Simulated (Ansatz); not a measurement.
# AlPt: a strain scan

Computed with Ansatz 0.2.0 (DFT r2SCAN, scalar-relativistic, plane waves, PAW, unless a step's input says otherwise).

## (1) The structure to begin with

Symmetry: Pm-3m, No. 221, cubic system. The conventional cell has a = 3.092 Å, b = 3.092 Å, c = 3.092 Å, α = 90.00°, β = 90.00°, γ = 90.00°. Al (site symmetry m-3m) has 8 Pt at 2.68 Å as nearest neighbours. Around Pt (site symmetry m-3m) lie 8 Al at 2.68 Å.

As a file:

```
CELL_PARAMETERS angstrom
3.09155 0.00000 0.00000
0.00000 3.09155 0.00000
0.00000 0.00000 3.09155
ATOMIC_POSITIONS crystal
Al 0.00000 0.00000 0.00000
Pt 0.50000 0.50000 0.50000
```

Source of the structure: the Materials Project (structure only). Such an entry need not be the stable form.

## (2) Quick check of gap, pressure and forces

input.yaml reads:

```yaml
crystal:
  lattice:
    - [3.091546, 0.0, 0.0]
    - [0.0, 3.091546, 0.0]
    - [0.0, 0.0, 3.091546]
  atoms:
    - { symbol: Al, position: [0.0, 0.0, 0.0] }
    - { symbol: Pt, position: [0.5, 0.5, 0.5] }
basis:
  ecutwfc: 500
kpoints:
  mp_grid: { grid: [6, 6, 6] }
hamiltonian:
  xc: r2scan
scf:
  occupations: { method: gaussian, width: 0.1 }
output:
  forces: true
  stress: true
  eigenvalues: true
```

The run is started by

```
> ansatz run input.yaml --threads 1 --pin off --max-ram 1228MiB --backend cpu --events-out ev --progress --plain --runs-dir out
```

**Question.** How long does this run take on 1 thread of an Arm CPU, shared host, and how much memory does it need?

About 1.7 s, with a peak of 0.32 GiB.
